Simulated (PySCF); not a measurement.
Runs of PySCF 2.14.0 on Br2Si. The cell holds a molecule in a box, 3 atoms: a = 11.000 Å, b = 13.000 Å, c = 11.000 Å, α = 90.00°, β = 90.00°, γ = 90.00°. 

| task | level | conv_tol | grid for exchange and correlation | frozen core bands | exxdiv | three-body dispersion term | gap on the mesh (eV) |
| --- | --- | --- | --- | --- | --- | --- | --- |
| atomic charges | WC | 1e-07 Ha | Becke, atom-centred | - | - | - | (a) |
| excitation energies (Tamm-Dancoff) | PBE0 | 1e-08 Ha | Becke, atom-centred | 23 | ewald | - | 4.50 |
| atomic charges | rSCAN | 1e-07 Ha | Becke, atom-centred | - | - | - | 2.89 |
| MP2 correlation energy | HF | 1e-08 Ha | - | 23 | ewald | - | (b) |
| atomic charges | LDA | 1e-07 Ha | Becke, atom-centred | - | - | - | 2.63 |
| atomic charges | M06+D3 | 1e-07 Ha | Becke, atom-centred | - | ewald | no | 4.67 |

Alike in all rows: potentials or basis pob-tzvp-rev2 (all-electron); no spin polarisation; cell as given; k mesh 1 × 1 × 1; smearing fixed.

Problem. Fill in the values left out.

Solution. (a) 2.65; (b) 10.20.

Caveats: this is a molecule in a periodic box at the Γ point, so its band gap is the HOMO-LUMO gap; relativity is left out, which matters for the heavier elements; the basis of atomic orbitals isn't converged, which shifts pressures, moduli and gaps; this basis is made for solids and lacks diffuse functions, so gaps of a molecule come out too wide by an eV or more; the basis is small and the box finite, so much correlation energy is missing and levels can be off by tenths of an eV (some runs); the iterative solver can pass over a root and still report convergence (some runs).

A k mesh can miss the band edges, and the runs leave out spin-orbit coupling on Br.

Not every run made on this cell is shown here.
